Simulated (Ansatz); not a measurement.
This script for Ansatz's Python interface starts 5 runs on CH5BCl2S, SMILES C[B-]([SH2+])(Cl)Cl. What input does the engine get in each?

Script `run_methods.py`:
```python
"""One geometry of CH5BCl2S, method by method."""

from dataclasses import dataclass
from pathlib import Path

import ansatz as az
import numpy as np


@dataclass(frozen=True)
class RunConfig:
    basis: str = "def2-SVP"


settings = RunConfig()

geometry_ang = [
    ("C", (-1.1945, -0.4475, 0.2789)),
    ("B", (0.0202, 0.178, -0.5221)),
    ("S", (1.5521, -0.2447, 0.3761)),
    ("Cl", (0.1668, -0.5402, -2.2277)),
    ("Cl", (-0.1163, 2.0182, -0.6747)),
    ("H", (-1.1614, -1.4907, 0.3506)),
    ("H", (-1.2645, 0.0391, 1.2894)),
    ("H", (-2.137, -0.1334, -0.2862)),
    ("H", (1.5513, 0.3181, 1.6879)),
    ("H", (2.6664, 0.2521, -0.2692)),
]
mol = az.Crystal.molecule()
for symbol, xyz in geometry_ang:
    mol = mol.atom(symbol, xyz)

model = mol.calculation().basis(gaussian=settings.basis).accuracy("medium").scf(lower_state_search="standard")

print("functional    E (Ha)        dipole (D)   HOMO (eV)  LUMO (eV)")
for name in ["pbe0", "r2scan", "blyp", "b3lyp", "r2scan0"]:
    r = model.functional(name).forces().orbitals().run(threads=1, runs_dir="runs").report
    lines = Path(r["orbitals_path"]).read_text().splitlines()
    field_of = lambda key: [line.split("=")[1].strip() for line in lines if line.startswith(key)]
    orbitals = [(27.211386 * float(e), s, float(n)) for e, s, n in zip(field_of("Ene="), field_of("Spin="), field_of("Occup="))]
    homo = max(e for e, _, n in orbitals if n > 0.5)
    lumo = min(e for e, _, n in orbitals if n < 0.5)
    dipole = 4.803205 * np.linalg.norm(r["charge_distribution"]["dipole_moment_e_ang"])
    print(f"{name:10s} {r['free_energy_ev'] / 27.211386246:14.6f} {dipole:9.3f} {homo:11.3f} {lumo:10.3f}")
```

Run 1:
```yaml
crystal:
  periodic: [false, false, false]
  atoms:
    - { symbol: C, position_ang: [-1.1945, -0.4475, 0.2789] }
    - { symbol: B, position_ang: [0.0202, 0.178, -0.5221] }
    - { symbol: S, position_ang: [1.5521, -0.2447, 0.3761] }
    - { symbol: Cl, position_ang: [0.1668, -0.5402, -2.2277] }
    - { symbol: Cl, position_ang: [-0.1163, 2.0182, -0.6747] }
    - { symbol: H, position_ang: [-1.1614, -1.4907, 0.3506] }
    - { symbol: H, position_ang: [-1.2645, 0.0391, 1.2894] }
    - { symbol: H, position_ang: [-2.137, -0.1334, -0.2862] }
    - { symbol: H, position_ang: [1.5513, 0.3181, 1.6879] }
    - { symbol: H, position_ang: [2.6664, 0.2521, -0.2692] }
accuracy: medium
basis:
  gaussian:
    orbitals: def2-SVP
hamiltonian:
  xc: pbe0
scf:
  lower_state_search: standard
output:
  orbitals: {}
  forces: true
```

Run 2, against run 1:
```diff
-  xc: pbe0
+  xc: r2scan
```

Run 3, against run 1:
```diff
-  xc: pbe0
+  xc: blyp
```

Run 4, against run 1:
```diff
-  xc: pbe0
+  xc: b3lyp
```

Run 5, against run 1:
```diff
-  xc: pbe0
+  xc: r2scan0
```

```console
$ python run_methods.py
functional    E (Ha)        dipole (D)   HOMO (eV)  LUMO (eV)
pbe0         -1383.632270     5.668      -7.477     -1.205
r2scan       -1384.031694     5.596      -6.465     -1.807
blyp         -1384.078805     5.264      -5.795     -2.013
b3lyp        -1384.198764     5.560      -7.110     -1.460
r2scan0      -1384.019717     5.798      -7.737     -0.986
```

The settings weren't tested for convergence. The geometry is a force-field or estimated start, not a minimum of this method, and the basis set is short of its limit. A lower total doesn't mark the better method: functionals have no common bound, and MP2 and coupled cluster aren't variational. b3lyp holds the VWN-RPA fit, as in Gaussian; the form of ORCA and Turbomole is b3lyp5. Levels such as HOMO and LUMO are orbital energies: with these approximate functionals they aren't the ionisation energy and electron affinity, and their gap isn't the fundamental gap. Wall time of the script: 29 s on 1 thread of Arm Neoverse V2 (shared host), peak memory 0.33 GiB.
